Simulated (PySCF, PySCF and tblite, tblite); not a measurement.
# C3H10BGeN: a path driven as rotation about a bond, and NMR exchange

Aim: the barrier and rate of rotation about a bond in C3H10BGeN (`N[B]1CC[CH2][GeH2]1`), and what it does to NMR lines.

Computed with tblite 0.8.0 (tight binding) and PySCF 2.14.0 (DFT, with response routines of our own); each step states its level. Atoms count from 0 throughout.

### 1 The starting structure

16 atoms, charge 0, multiplicity 1; geometry from: force field or distance geometry start.

Bonds of the start (Å): B1–C2 1.59, B1–Ge5 1.98, C2–C3 1.55, C2–H8 1.11, C2–H9 1.11, C3–C4 1.53, C3–H10 1.12, C3–H11 1.10, C4–Ge5 1.93, C4–H12 1.11, C4–H13 1.10, Ge5–H14 1.56, Ge5–H15 1.54, N0–B1 1.53, N0–H6 1.04, N0–H7 1.04.

### 2 GFN2-xTB relaxation, start minimum

What the job is given:

```
{"job": {"xc": "GFN2-xTB", "basis": "xTB", "kind": "relax"}, "charge": 0, "multiplicity": 1}
N      2.324500    -0.567400    -0.649100
B      1.103300    -0.163200     0.178900
C     -0.041500    -1.229700     0.454200
C     -1.370200    -0.661100    -0.119400
C     -1.492900     0.831400     0.175600
Ge     0.255700     1.606200    -0.108700
H      3.024300     0.199700    -0.547700
H      2.734400    -1.412800    -0.203600
H      0.193600    -2.198200    -0.035400
H     -0.147400    -1.387300     1.550300
H     -2.235300    -1.212300     0.330800
H     -1.395000    -0.834900    -1.209700
H     -2.240500     1.304300    -0.499200
H     -1.790500     0.995800     1.221600
H      0.608500     2.643700     1.000900
H      0.461600     2.094800    -1.550900
```

The run is started by

```bash
> OMP_NUM_THREADS=1 python ens_run.py task.json out
```

One launch serves the whole session.

Log:

```text
step      E/eV     max force
  0    -477.97504    3.772
  1    -478.36737    2.584
  2    -478.61195    2.784
  3    -478.73093    1.202
  4    -478.84126    0.858
  5    -478.87817    0.952
  6    -478.92188    0.580
  7    -478.94878    0.409
  8    -478.97011    0.317
  9    -478.98331    0.251
 10    -478.99137    0.236
 11    -478.99661    0.174
 12    -479.00208    0.225
 13    -479.00776    0.236
 14    -479.01275    0.190
 15    -479.01618    0.125
 16    -479.01869    0.109
 17    -479.02161    0.121
 18    -479.02472    0.142
 19    -479.02726    0.146
 20    -479.02951    0.129
 21    -479.03219    0.114
 22    -479.03523    0.123
 23    -479.03770    0.104
 24    -479.03916    0.089
 25    -479.04010    0.078
 26    -479.04104    0.069
 27    -479.04184    0.062
 28    -479.04231    0.043
 29    -479.04259    0.043
 30    -479.04290    0.050
 31    -479.04335    0.060
 32    -479.04386    0.058
 33    -479.04425    0.054
 34    -479.04451    0.042
 35    -479.04475    0.043
 36    -479.04503    0.046
 37    -479.04527    0.034
 38    -479.04543    0.037
 39    -479.04555    0.036
 40    -479.04571    0.031
 41    -479.04590    0.036
 42    -479.04606    0.035
 43    -479.04617    0.027
 44    -479.04624    0.024
 45    -479.04633    0.025
 46    -479.04642    0.028
 47    -479.04651    0.025
 48    -479.04659    0.021
 49    -479.04668    0.028
 50    -479.04681    0.030
 51    -479.04695    0.029
 52    -479.04704    0.022
 53    -479.04711    0.020
 54    -479.04717    0.023
 55    -479.04726    0.025
 56    -479.04739    0.028
 57    -479.04755    0.029
 58    -479.04770    0.029
 59    -479.04784    0.031
 60    -479.04800    0.028
 61    -479.04819    0.031
 62    -479.04837    0.036
 63    -479.04853    0.035
 64    -479.04865    0.028
 65    -479.04875    0.027
 66    -479.04883    0.022
 67    -479.04890    0.021
 68    -479.04897    0.020
 69    -479.04905    0.031
 70    -479.04915    0.041
 71    -479.04925    0.034
 72    -479.04933    0.030
 73    -479.04940    0.024
 74    -479.04948    0.024
 75    -479.04956    0.030
 76    -479.04963    0.021
 77    -479.04970    0.021
 78    -479.04975    0.018
 79    -479.04979    0.023
 80    -479.04982    0.016
 81    -479.04983    0.010
 82    -479.04984    0.009
 83    -479.04986    0.015
 84    -479.04987    0.017
 85    -479.04989    0.015
 86    -479.04991    0.014
 87    -479.04993    0.012
 88    -479.04994    0.014
 89    -479.04996    0.013
 90    -479.04997    0.014
 91    -479.04999    0.014
 92    -479.05001    0.013
 93    -479.05002    0.010
 94    -479.05003    0.007
 95    -479.05004    0.008
 96    -479.05004    0.011
 97    -479.05005    0.013
 98    -479.05007    0.011
 99    -479.05007    0.007
100    -479.05008    0.007
101    -479.05008    0.005
102    -479.05009    0.004
103    -479.05009    0.003
```

It took 0.45 s on 1 thread of Arm Neoverse V2, shared host.

Gain 1.075 eV; displacement 0.22 Å root mean square.

### 3 Relaxed scan, rotation

What the job is given:

```
{"job": {"xc": "GFN2-xTB", "basis": "xTB", "coordinate": [["t", [2, 1, 0, 6], 0.25], ["t", [2, 1, 0, 7], 0.25], ["t", [5, 1, 0, 6], 0.25], ["t", [5, 1, 0, 7], 0.25]], "kind": "drive"}, "charge": 0, "multiplicity": 1}
N      2.442174    -0.600427    -0.219724
B      1.133987    -0.211037    -0.047592
C     -0.035107    -1.218742     0.327562
C     -1.372704    -0.641933    -0.161376
C     -1.500903     0.824900     0.253152
Ge     0.267781     1.610118    -0.198254
H      3.192588     0.032289    -0.444434
H      2.756345    -1.554429    -0.130097
H      0.095001    -2.235667    -0.051202
H     -0.081724    -1.301821     1.419539
H     -2.212550    -1.229506     0.221114
H     -1.400769    -0.705122    -1.253330
H     -2.360492     1.287087    -0.230777
H     -1.669495     0.884316     1.330595
H      0.573250     2.774176     0.713722
H      0.165021     2.294743    -1.540309
```

Log:

```text
point  coordinate     E/eV
  0    -74.900     -479.00437
  1    -60.600     -478.87259
  2    -46.200     -478.66456
  3    -31.500     -478.40202
  4    -15.800     -478.14801
  5      0.800     -478.02534
  6     17.700     -478.14995
  7     33.300     -478.40735
  8     48.100     -478.66917
  9     62.500     -478.87518
 10     76.700     -479.00417
 11     90.900     -479.04695
```

Run time: 1.7 s. Hardware: 1 thread of Arm Neoverse V2, shared host.

The highest point is number 5, 22.6 kcal/mol above the first.

### 4 Nudged elastic band, leg 1

Changed since step 3:

```diff
@@ -1,2 +1,2 @@
-{"job": {"xc": "GFN2-xTB", "basis": "xTB", "coordinate": [["t", [2, 1, 0, 6], 0.25], ["t", [2, 1, 0, 7], 0.25], ["t", [5, 1, 0, 6], 0.25], ["t", [5, 1, 0, 7], 0.25]], "kind": "drive"}, "charge": 0, "multiplicity": 1}
+{"job": {"xc": "GFN2-xTB", "basis": "xTB", "kind": "neb"}, "charge": 0, "multiplicity": 1}
 N      2.442174    -0.600427    -0.219724
```

Log:

```text
image   E - E0 / eV
  0       0.0000
  1       0.2234
  2       0.7556
  3       1.0235
  4       0.4948
  5       0.0663
  6      -0.0000
```

Wall time 2.7 s (1 thread of Arm Neoverse V2, shared host); peak memory 0.19 GiB.

The highest point is number 3, 23.6 kcal/mol above the first.

### 5 Saddle search, leg 1

What the job is given:

```
{"job": {"xc": "GFN2-xTB", "basis": "xTB", "kind": "saddle"}, "charge": 0, "multiplicity": 1}
N      2.557987    -0.457230    -0.300189
B      1.161878    -0.140816    -0.074755
C      0.031198    -1.157962     0.368805
C     -1.341682    -0.658052    -0.109355
C     -1.515313     0.822283     0.235365
Ge     0.224173     1.653347    -0.267431
H      3.029332    -0.840445     0.509775
H      2.697411    -1.125407    -1.048664
H      0.182431    -2.200518     0.075728
H      0.023671    -1.150184     1.467280
H     -2.144975    -1.258511     0.327009
H     -1.396286    -0.780368    -1.195070
H     -2.391314     1.230316    -0.266459
H     -1.684961     0.927374     1.309111
H      0.492956     2.856618     0.598153
H      0.073494     2.279555    -1.629304
```

Log:

```text
step      E/eV     max force
  0    -478.02654   0.0081
  1    -478.02756   0.0372
  2    -478.02728   0.0083
  3    -478.02762   0.0100
  4    -478.02767   0.0033
lowest wavenumbers (cm-1): -617.0 74.7 192.2 234.8 250.4 303.3
```

Run time: 1.5 s. Hardware: 1 thread of Arm Neoverse V2, shared host; peak memory 0.19 GiB.

Point group C1; 1 imaginary mode, 617i cm⁻¹, carried by H6, H7. Steps downhill from it reached both ends.

### 6 Saddle search, other pyramid

What the job is given:

```
{"job": {"xc": "GFN2-xTB", "basis": "xTB", "kind": "saddle"}, "charge": 0, "multiplicity": 1}
N      2.565947    -0.449142    -0.259718
B      1.159603    -0.142276    -0.089528
C      0.027032    -1.166947     0.332348
C     -1.351446    -0.650931    -0.110450
C     -1.506488     0.825477     0.258414
Ge     0.220698     1.650140    -0.292782
H      2.916875    -0.250592    -1.188568
H      3.166120     0.055259     0.381514
H      0.172522    -2.199766     0.003343
H      0.036096    -1.197164     1.430616
H     -2.150035    -1.251628     0.334215
H     -1.429803    -0.756669    -1.196599
H     -2.397057     1.244187    -0.207647
H     -1.637209     0.918394     1.338961
H      0.508584     2.869986     0.542950
H      0.033303     2.249599    -1.662617
```

Log:

```text
step      E/eV     max force
  0    -478.01368   0.3156
  1    -478.03796   0.0677
  2    -478.03810   0.0064
  3    -478.03794   0.0450
  4    -478.03811   0.0010
lowest wavenumbers (cm-1): -579.1 75.5 192.5 233.6 246.7 300.8
```

Wall time 1.7 s (1 thread of Arm Neoverse V2, shared host); peak memory 0.19 GiB.

Point group C1; 1 imaginary mode, 579i cm⁻¹, carried by H7, H6. Steps downhill from it reached both ends.

### 7 Shieldings, start: BP86/pcSseg-1

What the job is given:

```
{"job": {"kind": "nmr", "xc": "BP86", "basis": "pcSseg-1", "pop": false}, "charge": 0, "multiplicity": 1}
N      2.442174    -0.600427    -0.219724
B      1.133987    -0.211037    -0.047592
C     -0.035107    -1.218742     0.327562
C     -1.372704    -0.641933    -0.161376
C     -1.500903     0.824900     0.253152
Ge     0.267781     1.610118    -0.198254
H      3.192588     0.032289    -0.444434
H      2.756345    -1.554429    -0.130097
H      0.095001    -2.235667    -0.051202
H     -0.081724    -1.301821     1.419539
H     -2.212550    -1.229506     0.221114
H     -1.400769    -0.705122    -1.253330
H     -2.360492     1.287087    -0.230777
H     -1.669495     0.884316     1.330595
H      0.573250     2.774176     0.713722
H      0.165021     2.294743    -1.540309
```

Log:

```text
coarse grid: 57976 points
cycle   1  E = -2276.8310461410  dE = -1.548e-01  |g| = 1.255e+00  |ddm| = 3.687e+00
cycle   2  E = -2276.5028586002  dE =  3.282e-01  |g| = 1.733e+00  |ddm| = 2.040e+00
cycle   3  E = -2276.9953565922  dE = -4.925e-01  |g| = 2.618e-01  |ddm| = 1.623e+00
cycle   4  E = -2277.0142431207  dE = -1.889e-02  |g| = 8.214e-02  |ddm| = 3.332e-01
cycle   5  E = -2277.0153290960  dE = -1.086e-03  |g| = 2.196e-02  |ddm| = 7.948e-02
cycle   6  E = -2277.0154560884  dE = -1.270e-04  |g| = 5.004e-03  |ddm| = 3.360e-02
cycle   7  E = -2277.0154615150  dE = -5.427e-06  |g| = 1.835e-03  |ddm| = 6.422e-03
final grid: 122584 points
cycle   8  E = -2277.0153925155  dE =  1.292e-06  |g| = 3.156e-03  |ddm| = 5.600e-03
cycle   9  E = -2277.0153876464  dE =  4.869e-06  |g| = 5.734e-03  |ddm| = 7.469e-03
cycle  10  E = -2277.0153946826  dE = -7.036e-06  |g| = 5.243e-04  |ddm| = 4.735e-03
cycle  11  E = -2277.0153947528  dE = -7.021e-08  |g| = 9.580e-05  |ddm| = 5.083e-04
cycle  12  E = -2277.0153947549  dE = -2.125e-09  |g| = 1.932e-05  |ddm| = 1.151e-04
cycle  13  E = -2277.0153947550  dE = -8.504e-11  |g| = 2.280e-06  |ddm| = 1.710e-05
converged SCF energy = -2277.0153947550

GIAO shielding tensors (ppm)
atom      isotropic    diamagn.    paramagn.     s11        s22        s33       span
  0 N      138.303     312.299    -173.996     39.573    174.526    200.810    161.238
  1 B       42.804     196.574    -153.770      6.857     22.085     99.470     92.613
  2 C      149.458     252.428    -102.970    134.537    155.054    158.784     24.247
  3 C      150.430     247.678     -97.248    130.549    155.989    164.753     34.204
  4 C      163.524     249.652     -86.128    145.360    160.605    184.607     39.247
  5 Ge    1550.246    2755.944   -1205.697   1453.592   1487.418   1709.729    256.137
  6 H       26.770      28.966      -2.196     21.025     24.915     34.370     13.345
  7 H       26.570      29.206      -2.635     21.732     23.902     34.077     12.345
  8 H       30.392      31.482      -1.090     25.981     29.111     36.084     10.102
  9 H       30.763      31.675      -0.912     26.747     29.013     36.528      9.780
 10 H       29.360      29.788      -0.428     23.698     27.759     36.623     12.925
 11 H       30.325      31.550      -1.225     25.947     28.626     36.401     10.454
 12 H       30.101      29.923       0.178     24.842     27.878     37.583     12.742
 13 H       30.689      30.935      -0.246     25.498     28.841     37.727     12.229
 14 H       28.022      29.433      -1.411     21.387     22.663     40.015     18.628
 15 H       28.200      29.635      -1.436     21.822     22.721     40.057     18.235
```

Wall time 28 s (1 thread of Arm Neoverse V2, shared host); peak memory 0.71 GiB.

This run: HOMO -6.04 eV, LUMO -1.19 eV; dipole 2.70 D.

### 8 Shieldings: BP86/pcSseg-1

What the job is given:

```
{"job": {"kind": "nmr", "xc": "BP86", "basis": "pcSseg-1", "pop": false}, "charge": 0, "multiplicity": 1}
N      2.558759    -0.497653    -0.217965
B      1.169041    -0.115163    -0.108046
C      0.047952    -1.144579     0.297875
C     -1.345118    -0.640715    -0.109131
C     -1.511497     0.830518     0.273788
Ge     0.185100     1.677874    -0.316510
H      2.952675    -0.322757    -1.134227
H      3.163369    -0.024347     0.442057
H      0.212282    -2.162556    -0.059400
H      0.082041    -1.208498     1.393232
H     -2.126344    -1.253898     0.348457
H     -1.447494    -0.739123    -1.193760
H     -2.418438     1.242580    -0.166112
H     -1.613821     0.915760     1.357859
H      0.466332     2.922143     0.496014
H     -0.040096     2.268339    -1.689679
```

Log:

```text
coarse grid: 57976 points
cycle   1  E = -2276.7769494719  dE = -1.660e-01  |g| = 1.274e+00  |ddm| = 3.686e+00
cycle   2  E = -2276.3932942806  dE =  3.837e-01  |g| = 1.813e+00  |ddm| = 2.739e+00
cycle   3  E = -2276.9472428099  dE = -5.539e-01  |g| = 2.700e-01  |ddm| = 2.323e+00
cycle   4  E = -2276.9679916790  dE = -2.075e-02  |g| = 7.892e-02  |ddm| = 4.433e-01
cycle   5  E = -2276.9690660906  dE = -1.074e-03  |g| = 2.481e-02  |ddm| = 8.992e-02
cycle   6  E = -2276.9692214494  dE = -1.554e-04  |g| = 5.926e-03  |ddm| = 3.802e-02
cycle   7  E = -2276.9692282666  dE = -6.817e-06  |g| = 2.360e-03  |ddm| = 9.735e-03
final grid: 122584 points
cycle   8  E = -2276.9691559362  dE =  2.684e-06  |g| = 4.358e-03  |ddm| = 9.898e-03
cycle   9  E = -2276.9691446066  dE =  1.133e-05  |g| = 8.233e-03  |ddm| = 1.591e-02
cycle  10  E = -2276.9691601882  dE = -1.558e-05  |g| = 4.304e-04  |ddm| = 1.036e-02
cycle  11  E = -2276.9691602367  dE = -4.855e-08  |g| = 8.031e-05  |ddm| = 5.516e-04
cycle  12  E = -2276.9691602379  dE = -1.207e-09  |g| = 8.576e-06  |ddm| = 9.543e-05
cycle  13  E = -2276.9691602379  dE = -2.319e-11  |g| = 3.702e-06  |ddm| = 1.716e-05
converged SCF energy = -2276.9691602379

GIAO shielding tensors (ppm)
atom      isotropic    diamagn.    paramagn.     s11        s22        s33       span
  0 N      190.205     309.741    -119.536     92.904    188.772    288.938    196.034
  1 B      -21.102     188.917    -210.019   -114.224    -27.263     78.183    192.407
  2 C      130.274     253.894    -123.620    105.657    130.871    154.294     48.637
  3 C      152.222     247.337     -95.114    133.266    155.321    168.079     34.813
  4 C      163.658     249.808     -86.150    145.717    160.031    185.227     39.510
  5 Ge    1591.489    2758.231   -1166.741   1452.512   1543.462   1778.494    325.982
  6 H       30.552      27.946       2.606     25.658     27.129     38.868     13.210
  7 H       30.694      27.962       2.732     25.663     27.172     39.247     13.584
  8 H       29.741      30.956      -1.215     25.618     29.470     34.135      8.517
  9 H       30.675      31.258      -0.583     26.580     29.459     35.985      9.405
 10 H       29.150      29.709      -0.560     23.810     27.680     35.959     12.149
 11 H       30.072      31.406      -1.334     25.654     28.584     35.978     10.323
 12 H       29.838      29.962      -0.123     24.687     27.971     36.857     12.169
 13 H       30.502      31.056      -0.554     25.207     29.141     37.157     11.950
 14 H       28.116      30.013      -1.897     21.568     23.086     39.694     18.126
 15 H       28.173      30.242      -2.068     21.874     23.046     39.599     17.725
```

Run time: 29 s. Hardware: 1 thread of Arm Neoverse V2, shared host; peak memory 0.76 GiB.

This run: HOMO -5.02 eV, LUMO -2.57 eV; dipole 1.13 D.

### 9 Single-point energy, saddle of leg 1: BP86/pcSseg-1

What the job is given:

```
{"job": {"kind": "sp", "xc": "BP86", "basis": "pcSseg-1", "pop": false}, "charge": 0, "multiplicity": 1}
N      2.565947    -0.449142    -0.259718
B      1.159603    -0.142276    -0.089528
C      0.027032    -1.166947     0.332348
C     -1.351446    -0.650931    -0.110450
C     -1.506488     0.825477     0.258414
Ge     0.220698     1.650140    -0.292782
H      3.005807    -0.820244     0.573434
H      2.742446    -1.123015    -0.994940
H      0.172522    -2.199766     0.003343
H      0.036096    -1.197164     1.430616
H     -2.150035    -1.251628     0.334215
H     -1.429803    -0.756669    -1.196599
H     -2.397057     1.244187    -0.207647
H     -1.637209     0.918394     1.338961
H      0.508584     2.869986     0.542950
H      0.033303     2.249599    -1.662617
```

Log:

```text
coarse grid: 57976 points
cycle   1  E = -2276.7776531229  dE = -1.672e-01  |g| = 1.271e+00  |ddm| = 3.694e+00
cycle   2  E = -2276.4441730956  dE =  3.335e-01  |g| = 1.760e+00  |ddm| = 2.829e+00
cycle   3  E = -2276.9483298220  dE = -5.042e-01  |g| = 2.512e-01  |ddm| = 2.272e+00
cycle   4  E = -2276.9655503818  dE = -1.722e-02  |g| = 8.077e-02  |ddm| = 3.718e-01
cycle   5  E = -2276.9667774764  dE = -1.227e-03  |g| = 2.560e-02  |ddm| = 8.909e-02
cycle   6  E = -2276.9669408769  dE = -1.634e-04  |g| = 6.077e-03  |ddm| = 3.741e-02
cycle   7  E = -2276.9669473229  dE = -6.446e-06  |g| = 2.131e-03  |ddm| = 1.067e-02
final grid: 122584 points
cycle   8  E = -2276.9669259912  dE =  1.903e-06  |g| = 3.775e-03  |ddm| = 9.122e-03
cycle   9  E = -2276.9669185211  dE =  7.470e-06  |g| = 6.972e-03  |ddm| = 1.424e-02
cycle  10  E = -2276.9669292416  dE = -1.072e-05  |g| = 4.546e-04  |ddm| = 9.034e-03
cycle  11  E = -2276.9669292554  dE = -1.386e-08  |g| = 9.606e-05  |ddm| = 6.101e-04
cycle  12  E = -2276.9669292573  dE = -1.862e-09  |g| = 8.751e-06  |ddm| = 1.083e-04
cycle  13  E = -2276.9669292573  dE = -1.137e-11  |g| = 3.616e-06  |ddm| = 1.511e-05
converged SCF energy = -2276.9669292573
```

Run time: 20 s. Hardware: 1 thread of Arm Neoverse V2, shared host; peak memory 0.52 GiB.

This run: HOMO -5.05 eV, LUMO -2.62 eV; dipole 2.54 D.

### 10 The path in numbers

What the job is given:

```
{"job": {"smiles": "N[B]1CC[CH2][GeH2]1", "charge": 0, "mult": 1, "motion": "rotation", "what": "aminoborane", "atoms": [1, 0], "drives": [{"terms": [["t", [2, 1, 0, 6], 0.25], ["t", [2, 1, 0, 7], 0.25], ["t", [5, 1, 0, 6], 0.25], ["t", [5, 1, 0, 7], 0.25]], "by": 180, "n": 12}], "flip": [1, 0], "study": "path", "level": {"kind": "nmr", "xc": "BP86", "basis": "pcSseg-1"}, "fields": [100, 250, 300], "first": 2, "seed": 143, "kind": "path"}, "charge": 0, "multiplicity": 1}
N      2.442174    -0.600427    -0.219724
B      1.133987    -0.211037    -0.047592
C     -0.035107    -1.218742     0.327562
C     -1.372704    -0.641933    -0.161376
C     -1.500903     0.824900     0.253152
Ge     0.267781     1.610118    -0.198254
H      3.192588     0.032289    -0.444434
H      2.756345    -1.554429    -0.130097
H      0.095001    -2.235667    -0.051202
H     -0.081724    -1.301821     1.419539
H     -2.212550    -1.229506     0.221114
H     -1.400769    -0.705122    -1.253330
H     -2.360492     1.287087    -0.230777
H     -1.669495     0.884316     1.330595
H      0.573250     2.774176     0.713722
H      0.165021     2.294743    -1.540309
```

Log:

```text
stationary points (kcal/mol above the start)
  n  kind          group   xTB      DFT    lowest mode
  0  minimum      C1       0.00     0.00      70.9
  1  saddle       C1      23.58    30.47    -617.0
  2  saddle       C1      23.34    29.07    -579.1
  3  minimum      C1      -0.00     0.00      70.9

GFN2-xTB energies: T/K, barrier G, reaction G (kcal/mol), k forward, k back (1/s)
 150.00    21.37    -0.00   6.11e-19   6.07e-19
 200.00    21.36    -0.00   5.52e-11    5.5e-11
 250.00    21.35    -0.00   3.47e-06   3.46e-06
 298.15    21.33    -0.00     0.0045    0.00448
 350.00    21.33    -0.00       1.14       1.14
 400.00    21.32    -0.00       61.7       61.6
 500.00    21.33    -0.00   1.69e+04   1.69e+04

BP86/pcSseg-1 + D3(BJ) energies: T/K, barrier G, reaction G (kcal/mol), k forward, k back (1/s)
 150.00    27.11    -0.00      2e-27   1.99e-27
 200.00    27.10    -0.00    2.1e-17   2.09e-17
 250.00    27.08    -0.00   2.31e-11    2.3e-11
 298.15    27.07    -0.00   1.93e-07   1.92e-07
 350.00    27.06    -0.00   0.000206   0.000205
 400.00    27.06    -0.00     0.0316     0.0315
 500.00    27.06    -0.00       37.6       37.6
```

It took 89 s on 1 thread of Arm Neoverse V2, shared host; peak memory 0.76 GiB. This counts the whole study up to here.

Barriers by level (kcal/mol; entropies in cal/(mol K)). Zero-point and thermal terms come from xTB in every row. ΔG‡ leaves symmetry out; the rate counts equivalent paths (a factor of 2) and all 2 saddles; effective ΔG‡, where given, is the barrier that would give that rate by Eyring's equation alone:

| level | ΔE‡ | with zero-point | ΔH‡ | ΔS‡ | ΔG‡ (298 K) | ΔE of reaction | k at 298 K (1/s) | effective ΔG‡ |
| --- | --- | --- | --- | --- | --- | --- | --- | --- |
| GFN2-xTB | 23.34 | 21.39 | 21.38 | 0.2 | 21.33 | 0.00 | 0.0045 | 20.66 |
| BP86/pcSseg-1 + D3(BJ) | 29.07 | 27.13 | 27.12 | 0.2 | 27.07 | 0.00 | 1.9e-07 | 26.61 |

Sites that the driver pairs across this motion, and where their lines would merge (no couplings; faster rotations or exchange between molecules can average them sooner):

| nucleus | sites: shielding (ppm) | proton frequency (MHz) | spread (Hz) | coalescence (K) | lines at 298 K |
| --- | --- | --- | --- | --- | --- |
| 1H | H6: 26.77; H7: 26.57 | 100 | 20 | 502 | 2 |
| 1H | H6: 26.77; H7: 26.57 | 250 | 50 | 520 | 2 |
| 1H | H6: 26.77; H7: 26.57 | 300 | 60 | 523 | 2 |

### 11 Outcome

| quantity | value |
| --- | --- |
| barrier (BP86/pcSseg-1 + D3(BJ)) | ΔE‡ 29.1, ΔG‡(298 K) 27.1 kcal/mol |
| barrier (GFN2-xTB) | ΔE‡ 23.3 kcal/mol |
| rate at 298 K | 1.9e-07 s⁻¹ |
| end of the path | the start, renumbered or mirrored |
| coalescence of 1H H6 | 523 K at 300 MHz |

**Reading.** DFT puts the top 29.1 kcal/mol above the start (xTB: 23.3); the rate from the DFT barrier is 1.9e-07 s⁻¹ at 298 K. An error of 1.4 kcal/mol changes that rate tenfold. The 1H lines of H6 and its partners, 60 Hz apart at 300 MHz, merge at 523 K, so by this path alone the exchange at 298 K is slow for them; other paths were not followed.
